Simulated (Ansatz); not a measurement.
# InAg: the cost of one run

Method: DFT r2SCAN, scalar-relativistic, plane waves, PAW, in Ansatz 0.2.0.

2 further runs of the same task are left out: 2 that didn't finish.

## 1. The system as given

It takes space group Pm-3m (No. 221, cubic). Conventional cell: a = 3.465 Å, b = 3.465 Å, c = 3.465 Å, α = 90.00°, β = 90.00°, γ = 90.00°. In (site symmetry m-3m) is surrounded by 8 Ag at 3.00 Å. Ag (site symmetry m-3m) is surrounded by 8 In at 3.00 Å.

Coordinates:

```
CELL_PARAMETERS angstrom
3.46479 0.00000 0.00000
0.00000 3.46479 0.00000
0.00000 0.00000 3.46479
ATOMIC_POSITIONS crystal
In 0.50000 0.50000 0.50000
Ag 0.00000 0.00000 0.00000
```

Source of the structure: the Materials Project (structure only).

(A quick probe on a coarse mesh, which set the mesh and smearing, is not shown.)

## 3. The relaxation

input.yaml reads:

```yaml
crystal:
  lattice:
    - [3.46478866, 0.0, 0.0]
    - [0.0, 3.46478866, 0.0]
    - [0.0, 0.0, 3.46478866]
  atoms:
    - { symbol: In, position: [0.5, 0.5, 0.5] }
    - { symbol: Ag, position: [0.0, 0.0, 0.0] }
basis:
  ecutwfc: 500
kpoints:
  mp_grid: { grid: [12, 12, 12] }
hamiltonian:
  xc: r2scan
scf:
  occupations: { method: gaussian, width: 0.1 }
output:
  forces: true
  stress: true
  eigenvalues: true
  write_density: true
  write_potential: true
  elf: true
  volumetric_format: npy
relax:
  adjacent_minimum: "off"
  f_tol: 0.005
  max_steps: 80
  cell: { stress_tol: 0.05 }
```

On the command line:

```sh
$ ansatz run input.yaml --threads 1 --pin off --max-ram 2560MiB --backend cpu --events-out ev --progress --plain --runs-dir out
```

Q: Estimate wall time and peak memory on 1 thread of Arm Neoverse N1, shared host.

About 68 s, with a peak of 0.46 GiB.
